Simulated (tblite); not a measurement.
# C3H10AlNSi2: the cost of one run

The runs use tblite 0.8.0 and PySCF 2.14.0, with density-fitted response routines of our own; the level of theory stands in each step. All values are computed, except where a source is named. Atoms count from 0, in the outputs and in this text.

## 1. The molecule as given

17 atoms, charge 0, multiplicity 1; geometry from: force field or distance geometry start.

Bonds of the start (Å): C0–C1 1.49, C1–C2 1.19, C2–Si3 1.83, Si3–N4 1.75, N4–Al5 1.86, N4–Si6 1.73, C0–H7 1.11, C0–H8 1.10, C0–H9 1.11, Si3–H10 1.50, Si3–H11 1.45, Al5–H12 1.61, Al5–H13 1.60, Si6–H14 1.48, Si6–H15 1.48, Si6–H16 1.46.

## 2. Relaxing the molecule with GFN2-xTB

The job: settings as JSON, then the geometry in Å.

```
{"job": {"kind": "relax", "xc": "GFN2-xTB", "basis": "xTB"}, "charge": 0, "multiplicity": 1}
C      3.697100    -0.292900     0.605300
C      2.319500    -0.419500     0.056100
C      1.214300    -0.557300    -0.366900
Si    -0.472600    -0.767000    -1.043500
N     -1.579300     0.125000    -0.030500
Al    -3.124200    -0.734500     0.532500
Si    -1.466700     1.852500     0.038000
H      3.656300    -0.244900     1.715400
H      4.354700    -1.115300     0.282100
H      4.109100     0.681500     0.256200
H     -0.853700    -2.209900    -0.881000
H     -0.531900    -0.482800    -2.463300
H     -4.024700    -1.452300    -0.594600
H     -2.985500    -1.607900     1.869200
H     -0.398700     2.296300     0.961300
H     -2.714300     2.429100     0.592300
H     -1.206300     2.512200    -1.239700
```

Command:

```console
OMP_NUM_THREADS=1 python probes_run.py task.json out
```

One launch serves the whole session: the jobs run in the order shown.

Q: Estimate the wall time and peak memory of this first job on 1 thread of Intel Xeon Platinum 8259CL at 2.50GHz, shared host.

About 1.3 s, with a peak of 0.18 GiB.
